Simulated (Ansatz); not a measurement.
From input file to script: FGeH3SSi, SMILES F[SiH]1[S][GeH2]1 in Ansatz 0.2.0.

```yaml
crystal:
  periodic: [false, false, false]
  atoms:
    - { symbol: F, position_ang: [-0.572, -1.538, 1.7335] }
    - { symbol: Si, position_ang: [0.2502, -1.0504, 0.3496] }
    - { symbol: S, position_ang: [-1.0435, -0.6513, -1.3383] }
    - { symbol: Ge, position_ang: [-0.0386, 1.1349, -0.2841] }
    - { symbol: H, position_ang: [1.5645, -1.6494, 0.0225] }
    - { symbol: H, position_ang: [-1.1538, 1.9088, 0.5714] }
    - { symbol: H, position_ang: [1.0545, 1.7773, -1.1002] }
basis:
  gaussian: { orbitals: "6-31G*" }
hamiltonian:
  xc: hf
scf:
  lower_state_search: light
output:
  forces: true
```

The program run on that file:
```console
$ ansatz run input.yaml --threads 1 --pin off --max-ram 4096MiB --backend cpu --events-out ev --progress --plain --runs-dir out
Engine: ansatz 0.2.0, aarch64-unknown-linux-gnu
Functional definition: HF
  exchange = exact_x
  correlation = 0
862 factors; integrals over basis functions are off by at most 8.8e-4 eV
mean field evaluation 1: about -77897.1493 eV, gradient 2.8e1 eV
mean field evaluation 2: about -77897.2018 eV, gradient 2.8e1 eV
mean field evaluation 4: about -77899.3705 eV, gradient 2.5e0 eV
mean field evaluation 8: about -77899.4030 eV, gradient 2.1e-1 eV
mean field -77899.40334936 eV, -2862.7502709770 hartree, gradient 2.7e-5 eV, S^2 0.000000; 0 other end points of the search recorded, 0 dependent functions left out
the calculation of the forces begins
reference -77899.40334936 eV, -2862.7502709770 hartree; 37, 37 occupied and 57, 57 virtual orbitals, 862 factors
Total energy: -77899.40334936 eV, -2862.7502709770 hartree
Atom 0 at    -0.572000    -1.538000     1.733500 Å, force     1.811208     0.334149    -2.340637 eV/Å
Atom 1 at     0.250200    -1.050400     0.349600 Å, force    -1.619576     0.186579     1.195293 eV/Å
Atom 2 at    -1.043500    -0.651300    -1.338300 Å, force     0.584629    -0.211090     0.529361 eV/Å
Atom 3 at    -0.038600     1.134900    -0.284100 Å, force    -1.168664    -0.185600     1.282715 eV/Å
Atom 4 at     1.564500    -1.649400     0.022500 Å, force    -0.582546    -0.519468     0.547083 eV/Å
Atom 5 at    -1.153800     1.908800     0.571400 Å, force     1.021030    -0.158091    -0.965537 eV/Å
Atom 6 at     1.054500     1.777300    -1.100200 Å, force    -0.046082     0.553522    -0.248280 eV/Å
Dipole moment:     0.557224     0.341442     0.078963 e Å
```

Script `energy_fgeh3ssi.py`:
```python
# -*- coding: utf-8 -*-
"""Electronic structure of the FGeH3SSi molecule."""

import sys

import ansatz as az
import numpy as np

fgeh3ssi = (
    az.Crystal.molecule()
    .atom("F", (-0.572, -1.538, 1.7335))
    .atom("Si", (0.2502, -1.0504, 0.3496))
    .atom("S", (-1.0435, -0.6513, -1.3383))
    .atom("Ge", (-0.0386, 1.1349, -0.2841))
    .atom("H", (1.5645, -1.6494, 0.0225))
    .atom("H", (-1.1538, 1.9088, 0.5714))
    .atom("H", (1.0545, 1.7773, -1.1002))
)

job = (
    fgeh3ssi.calculation()
    .basis(gaussian="6-31G*")  # the orbital basis, by name
    .functional("HF")
    .scf(lower_state_search="light")
    .forces()  # minus the gradient of the free energy
)
try:
    data = job.run(threads=1).report
except az.AnsatzError as error:
    sys.exit(f"{type(error).__name__}: {error}")

print("reference energy %16.6f eV" % data["reference_energy_ev"])
print("total energy     %16.6f eV" % data["free_energy_ev"])
print("occupied orbitals outside the frozen core (up, down):", data["n_occupied"], " frozen:", data["n_frozen"], " virtual:", data["n_virtual"])

symbols = [site.symbol for site in fgeh3ssi.cartesian_sites]
forces = np.array(data["forces_ev_ang"])
print("largest force", round(float(np.linalg.norm(forces, axis=1).max()), 4), "eV/A, rms", round(float(np.sqrt((forces ** 2).mean())), 4))

charges = data["charge_distribution"]
dipole = np.array(charges["dipole_moment_e_ang"]) * 4.803205
print("dipole (D): {:.3f} {:.3f} {:.3f}, length {:.3f}".format(*dipole, np.linalg.norm(dipole)))
print("atom  Mulliken   Lowdin")
for symbol, m, l in zip(symbols, charges["mulliken_charges_e"], charges["lowdin_charges_e"]):
    print(f"{symbol:4s} {m:9.3f} {l:8.3f}")
```

```console
$ python energy_fgeh3ssi.py
reference energy    -77899.403349 eV
total energy        -77899.403349 eV
occupied orbitals outside the frozen core (up, down): [37, 37]  frozen: 0  virtual: [57, 57]
largest force 2.9784 eV/A, rms 0.9746
dipole (D): 2.676 1.640 0.379, length 3.162
atom  Mulliken   Lowdin
F       -0.496   -0.224
Si       0.919    0.403
S       -0.399   -0.044
Ge       0.038   -0.123
H       -0.102   -0.049
H        0.012    0.018
H        0.028    0.020
```

Reading the output:
- These settings explore the input space; basis and method may be short of convergence.
- The geometry is a force-field or estimated start, not a minimum of this method, and the basis set is short of its limit.
- The Löwdin charges here are taken after orthogonalising the functions within each atom; they differ from plain Löwdin charges, and their signs can be unphysical.
- Finished in 3.3 s on 1 thread of Arm Neoverse V1 (shared host), peak memory 0.25 GiB.

(A comment or docstring line of the script was reworded after the run, the code is as it ran; lines on the test bed's own set-up are left out of the output.)
